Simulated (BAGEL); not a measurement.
# RI-MP2/6-31G(d) (density fitting with qzvpp-jkfit, spherical functions) run of CH4BFOS (SMILES COB(F)S)

Aim: the energy change on altering one bond length of CH4BFOS at RI-MP2/6-31G* (density fitting with qzvpp-jkfit, spherical functions), from 2 runs. 

The calculation is run with BAGEL 1.2.2.

3 further runs of the same task are left out: 3 set aside as unsound or not needed. Runs told in other sessions of the task aren't counted.

**1. The system as given**

CH4BFOS: 9 atoms, total charge 0, spin state singlet. SMILES: `COB(F)S`. The shape is that of a PBE0-D4/def2-TZVP optimisation. This is one conformer, not always the lowest.

Bond lengths: C1–O2 1.409 Å, O2–B3 1.344 Å, B3–F4 1.328 Å, B3–S5 1.819 Å, C1–H6 1.094 Å, C1–H7 1.089 Å, C1–H8 1.094 Å, S5–H9 1.341 Å. Some angles: C1–O2–B3 124.6°, O2–B3–F4 116.9°, O2–B3–S5 127.6°, F4–B3–S5 115.6°, O2–C1–H6 111.2°, O2–C1–H7 107.5°, O2–C1–H8 111.2°, B3–S5–H9 96.9°, H6–C1–H7 108.8°, H6–C1–H8 109.4°.

**2. The energy at RI-MP2/6-31G(d) (density fitting with qzvpp-jkfit, spherical functions)**

input.json

```json
{ "bagel": [

{
  "title": "molecule",
  "basis": "6-31gs.json",
  "df_basis": "qzvpp-jkfit",
  "angstrom": true,
  "geometry": [
    { "atom": "C", "xyz": [       0.905400,      -0.203000,       0.761200 ] },
    { "atom": "O", "xyz": [       0.392000,      -0.802100,      -0.406000 ] },
    { "atom": "B", "xyz": [      -0.675300,      -0.354100,      -1.088100 ] },
    { "atom": "F", "xyz": [      -1.026800,      -1.039500,      -2.170000 ] },
    { "atom": "S", "xyz": [      -1.708500,       1.093100,      -0.705400 ] },
    { "atom": "H", "xyz": [       1.235400,       0.821700,       0.566800 ] },
    { "atom": "H", "xyz": [       1.763400,      -0.792500,       1.081600 ] },
    { "atom": "H", "xyz": [       0.161700,      -0.199500,       1.563500 ] },
    { "atom": "H", "xyz": [      -1.047200,       1.475800,       0.396600 ] }
  ]
},

{
  "title": "hf"
},

{
  "title": "mp2",
  "ncore": 9
}

]}
```

The basis set 6-31G* is read from a file made from the Basis Set Exchange's data (not shown).

Started as:

```console
$ BAGEL_NUM_THREADS=1 BAGEL input.json > input.out
```

The program printed:

```text
* using 1 threads per process

  ===============================================================
  ===============================================================

  *** Geometry ***

  { "atom" : "C", "xyz" : [      1.710958,     -0.383614,      1.438460 ] },
  { "atom" : "O", "xyz" : [      0.740773,     -1.515749,     -0.767229 ] },
  { "atom" : "B", "xyz" : [     -1.276132,     -0.669152,     -2.056211 ] },
  { "atom" : "F", "xyz" : [     -1.940371,     -1.964370,     -4.100706 ] },
  { "atom" : "S", "xyz" : [     -3.228597,      2.065660,     -1.333013 ] },
  { "atom" : "H", "xyz" : [      2.334568,      1.552788,      1.071097 ] },
  { "atom" : "H", "xyz" : [      3.332343,     -1.497608,      2.043928 ] },
  { "atom" : "H", "xyz" : [      0.305569,     -0.377000,      2.954587 ] },
  { "atom" : "H", "xyz" : [     -1.978921,      2.788858,      0.749465 ] },

  Number of auxiliary basis functions:      504

  Since a DF basis is specified, we compute 2- and 3-index integrals:
    o Being stored without compression. Storage requirement is 0.027 GB

  Number of basis functions:       82
  Number of electrons      :       48

    * METHOD: MOLECULE                             0.20

  *** RHF ***

  === Nuclear Repulsion ===
   215.2697265317

      * DIIS with orbital gradients will be used.

  === RHF iteration (6-31gs.json) ===
      0       -636.61149578          0.01999730           0.06
      1       -636.75735192          0.01233087           0.05
      2       -636.81995901          0.00151676           0.06
      3       -636.82160233          0.00032714           0.05
      4       -636.82166724          0.00010809           0.05
      5       -636.82167582          0.00003122           0.05
      6       -636.82167667          0.00001005           0.05
      7       -636.82167679          0.00000246           0.05
      8       -636.82167680          0.00000107           0.05
      9       -636.82167680          0.00000047           0.05
     10       -636.82167680          0.00000012           0.06
     11       -636.82167680          0.00000006           0.06
     12       -636.82167680          0.00000002           0.07
     13       -636.82167680          0.00000000           0.06
    * SCF iteration converged.

    * Permanent dipole moment:
           (   -0.666459,    -0.410394,    -1.136614) a.u.

    * METHOD: HF                                   0.91

  *** RHF ***

  === Nuclear Repulsion ===
   215.2697265317

      * DIIS with orbital gradients will be used.

  === RHF iteration (6-31gs.json) ===
      0       -636.82167680          0.00000000           0.06
    * SCF iteration converged.

    * Permanent dipole moment:
           (   -0.666459,    -0.410394,    -1.136614) a.u.

  === DF-MP2 calculation ===

    * freezing 9 orbitals
    * 3-index integral transformation done
    * assembly done

      MP2 correlation energy:   -0.6648231254      0.04

      MP2 total energy:       -637.4864999283

    * METHOD: MP2                                  0.18

  ===============================================================
```

It took 1.4 s on 1 thread of Intel Xeon 6975P-C (Granite Rapids), shared host.

**3. The distorted shape at the same level**

input.json

```json
{ "bagel" : [

{
  "title" : "molecule",
  "basis" : "6-31gs.json",
  "df_basis" : "qzvpp-jkfit",
  "angstrom" : true,
  "geometry" : [
    { "atom" : "C", "xyz" : [       0.806406,      -0.510391,       0.819516 ] },
    { "atom" : "O", "xyz" : [       0.293006,      -1.109491,      -0.347684 ] },
    { "atom" : "B", "xyz" : [      -0.774294,      -0.661491,      -1.029784 ] },
    { "atom" : "F", "xyz" : [      -1.125794,      -1.346891,      -2.111684 ] },
    { "atom" : "S", "xyz" : [      -1.807494,       0.785709,      -0.647084 ] },
    { "atom" : "H", "xyz" : [       1.235400,       0.821700,       0.566800 ] },
    { "atom" : "H", "xyz" : [       1.664406,      -1.099891,       1.139916 ] },
    { "atom" : "H", "xyz" : [       0.062706,      -0.506891,       1.621816 ] },
    { "atom" : "H", "xyz" : [      -1.146194,       1.168409,       0.454916 ] }
  ]
},

{
  "title" : "hf"
},

{
  "title" : "mp2",
  "ncore" : 9
}

]}
```

The basis set 6-31G* is read from a file made from the Basis Set Exchange's data (not shown).

Started as:

```console
$ BAGEL_NUM_THREADS=1 BAGEL input.json > input.out
```

The program printed:

```text
* using 1 threads per process

  ===============================================================
  ===============================================================

  *** Geometry ***

  { "atom" : "C", "xyz" : [      1.523886,     -0.964499,      1.548661 ] },
  { "atom" : "O", "xyz" : [      0.553701,     -2.096634,     -0.657028 ] },
  { "atom" : "B", "xyz" : [     -1.463204,     -1.250037,     -1.946010 ] },
  { "atom" : "F", "xyz" : [     -2.127442,     -2.545255,     -3.990504 ] },
  { "atom" : "S", "xyz" : [     -3.415669,      1.484775,     -1.222812 ] },
  { "atom" : "H", "xyz" : [      2.334568,      1.552788,      1.071097 ] },
  { "atom" : "H", "xyz" : [      3.145272,     -2.078493,      2.154129 ] },
  { "atom" : "H", "xyz" : [      0.118497,     -0.957885,      3.064788 ] },
  { "atom" : "H", "xyz" : [     -2.165993,      2.207973,      0.859667 ] },

  Number of auxiliary basis functions:      504

  Since a DF basis is specified, we compute 2- and 3-index integrals:
    o Being stored without compression. Storage requirement is 0.027 GB

  Number of basis functions:       82
  Number of electrons      :       48

    * METHOD: MOLECULE                             0.21

  *** RHF ***

  === Nuclear Repulsion ===
   214.1364393256

      * DIIS with orbital gradients will be used.

  === RHF iteration (6-31gs.json) ===
      0       -636.56543833          0.02007412           0.06
      1       -636.71150054          0.01254232           0.05
      2       -636.77674354          0.00153750           0.05
      3       -636.77848459          0.00035856           0.05
      4       -636.77856099          0.00011785           0.05
      5       -636.77857126          0.00003163           0.05
      6       -636.77857221          0.00001081           0.05
      7       -636.77857234          0.00000246           0.06
      8       -636.77857235          0.00000108           0.05
      9       -636.77857235          0.00000046           0.06
     10       -636.77857235          0.00000012           0.05
     11       -636.77857235          0.00000006           0.06
     12       -636.77857235          0.00000002           0.05
     13       -636.77857235          0.00000000           0.06
    * SCF iteration converged.

    * Permanent dipole moment:
           (   -0.596853,    -0.274961,    -1.142066) a.u.

    * METHOD: HF                                   0.90

  *** RHF ***

  === Nuclear Repulsion ===
   214.1364393256

      * DIIS with orbital gradients will be used.

  === RHF iteration (6-31gs.json) ===
      0       -636.77857235          0.00000000           0.05
    * SCF iteration converged.

    * Permanent dipole moment:
           (   -0.596853,    -0.274961,    -1.142066) a.u.

  === DF-MP2 calculation ===

    * freezing 9 orbitals
    * 3-index integral transformation done
    * assembly done

      MP2 correlation energy:   -0.6700900401      0.04

      MP2 total energy:       -637.4486623906

    * METHOD: MP2                                  0.17

  ===============================================================
```

It took 1.4 s on 1 thread of Intel Xeon 6975P-C (Granite Rapids), shared host.

**4. Summary of results**

Level: RI-MP2/6-31G* (density fitting with qzvpp-jkfit, spherical functions), 9 core orbitals frozen.

| quantity | value |
| --- | --- |
| first shape: total energy | -637.48650 Eh |
| first shape: correlation energy (9 core orbitals frozen) | -664.8 mEh |
| distorted shape: total energy | -637.44866 Eh |
| distorted shape: correlation energy (9 core orbitals frozen) | -670.1 mEh |
| energy change with the C1–H6 bond stretched from 1.094 to 1.422 Å | 1.030 eV |

**Reading.** With the C1–H6 bond stretched from 1.094 to 1.422 Å the energy rises by 1.03 eV (99 kJ/mol). The first shape isn't relaxed at this level, so the change isn't measured from a minimum.
